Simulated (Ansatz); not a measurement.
Task: a Berry-phase polarisation of LuI₃, space group P6_3/mmc, with the Ansatz DFT code, driven from Python. Give the script and its output. Settings (first run): r2SCAN, PAW, cutoff 381 eV, 2×2×5 k-points, fixed occupations.

```
CELL_PARAMETERS angstrom
11.12532 0.00000 0.00000
-5.56266 9.63481 0.00000
0.00000 0.00000 3.91535
ATOMIC_POSITIONS crystal
Lu 0.33333 0.66667 0.75000
Lu 0.66667 0.33333 0.25000
I 0.21568 0.43136 0.25000
I 0.56864 0.78432 0.25000
I 0.21568 0.78432 0.25000
I 0.78432 0.56864 0.75000
I 0.43136 0.21568 0.75000
I 0.78432 0.21568 0.75000
```

`berry_lui3.py`
```python
"""Berry-phase polarisation of LuI3, and a Born charge from a small shift."""

import warnings

import ansatz as az
import numpy as np


def main() -> None:
    warnings.simplefilter("ignore", az.DeckWarning)

    crystal = (
        az.Lattice.of((11.125315, 0.0, 0.0), (-5.562658, 9.634805, 0.0), (0.0, 0.0, 3.915346))
        .atom("Lu", (1 / 3, 2 / 3, 0.75))
        .atom("Lu", (2 / 3, 1 / 3, 0.25))
        .atom("I", (0.21568, 0.43136, 0.25))
        .atom("I", (0.56864, 0.78432, 0.25))
        .atom("I", (0.21568, 0.78432, 0.25))
        .atom("I", (0.78432, 0.56864, 0.75))
        .atom("I", (0.43136, 0.21568, 0.75))
        .atom("I", (0.78432, 0.21568, 0.75))
    )

    def solve(structure):
        return (
            structure.calculation()
            .basis(28 * az.Ry)
            .kpoints(density=2.5)
            .accuracy("low")
            .functional("r2scan")
            .scf(extra_bands=12)
            .occupations("fixed")
            .polarization()
            .run()
            .polarization()
        )


    vectors = np.array(crystal.lattice.vectors)
    shifted = crystal.move(6, to=np.array(crystal.sites[6].position) + 0.03 * np.linalg.inv(vectors)[0])
    before, after = solve(crystal), solve(shifted)
    for label, p in (("as typed", before), ("shifted", after)):
        print(label, "reduced polarisation:", [round(axis.reduced, 4) for axis in p.axes], "modulo", p.modulus)
    # take the change on the nearest branch, then turn it into a dipole per cell
    change = np.array([b.reduced - a.reduced for a, b in zip(before.axes, after.axes)])
    change -= before.modulus * np.round(change / before.modulus)
    dipole = change @ vectors
    print("dipole change (e A):", np.round(dipole, 4) + 0.0)
    print("column of the Born charge of", crystal.sites[6].symbol, "for a shift along x:", np.round(dipole / 0.03, 2) + 0.0)


if __name__ == "__main__":
    main()
```

```console
$ python berry_lui3.py
as typed reduced polarisation: [76.0, 76.0, 76.0] modulo 1
shifted reduced polarisation: [75.9977, 75.9991, 76.0] modulo 1
dipole change (e A): [-0.0204 -0.0085  0.    ]
column of the Born charge of I for a shift along x: [-0.68 -0.28  0.  ]
```

What to keep in mind:
- These settings explore the input space; cutoff and mesh may be short of convergence.
- The cutoff lies under the one recommended for these potentials.
- The structure comes from a database of computed cells and needn't be a stable or known phase.
- Polarisation is defined up to a quantum, so only the change along a continuous path has meaning.
- The script silences the warnings on its input, which a real study should read.
- Finished in 4.3 min on 1 thread of Arm Neoverse V2, on a shared host, peak memory 0.93 GiB.

(Lines on the test bed's own set-up are left out of the output.)
